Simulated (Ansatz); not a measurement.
# Ge5F: the cost of one run

Method: DFT PBE, scalar-relativistic, plane waves, PAW, in Ansatz 0.2.0.

**1. Starting point**

Symmetry: P-62m, No. 189, hexagonal system. Conventional cell: a = 5.062 Å, b = 5.062 Å, c = 4.721 Å, α = 90.00°, β = 90.00°, γ = 120.00°. Ge (site symmetry m2m) is surrounded by 10 Ge at 2.89 to 2.98 Å and 2 F at 2.92 Å. Ge (site symmetry -6) is surrounded by 9 Ge at 2.89 to 2.92 Å and 3 F at 2.92 Å. F (site symmetry -62m) is surrounded by 12 Ge at 2.92 Å.

As a file:

```xyz
6
Lattice="5.0616 0.0000 0.0000 -2.5308 4.3835 0.0000 0.0000 0.0000 4.7208" Properties=species:S:1:pos:R:3 pbc="T T T"
Ge    3.3405    0.0000    2.3604
Ge    2.5308    1.4612    0.0000
Ge    0.8605    1.4905    2.3604
Ge   -1.6703    2.8930    2.3604
Ge    0.0000    2.9223    0.0000
F     0.0000    0.0000    0.0000
```

Recipe of the guess: species swapped into a database cell of MgPt5 (P-62m, No. 189), with F on the Mg sites and Ge on the Pt sites. The dimensions are guesses.

**2. A first look at the guess**

input.yaml reads:

```yaml
crystal:
  lattice:
    - [5.06161847, 0.0, 0.0]
    - [-2.53080923, 4.38349018, 0.0]
    - [0.0, 0.0, 4.72076238]
  atoms:
    - { symbol: Ge, position: [0.65997303, 0.0, 0.5] }
    - { symbol: Ge, position: [0.66666667, 0.33333333, 0.0] }
    - { symbol: Ge, position: [0.34002697, 0.34002697, 0.5] }
    - { symbol: Ge, position: [0.0, 0.65997303, 0.5] }
    - { symbol: Ge, position: [0.33333333, 0.66666667, 0.0] }
    - { symbol: F, position: [0.0, 0.0, 0.0] }
basis:
  ecutwfc: 420
kpoints:
  mp_grid: { grid: [6, 6, 4] }
hamiltonian:
  xc: pbe
scf:
  occupations: { method: gaussian, width: 0.1 }
  lower_state_search: "off"
output:
  forces: true
  stress: true
  eigenvalues: true
```

Launch:

```console
$ ansatz run input.yaml --threads 1 --pin off --max-ram 2560MiB --backend cpu --events-out ev --progress --plain --runs-dir out
```

What time and memory should one allow on 1 thread of Intel Xeon Platinum 8488C (Sapphire Rapids), shared host?

About 6.9 s, with a peak of 0.42 GiB.
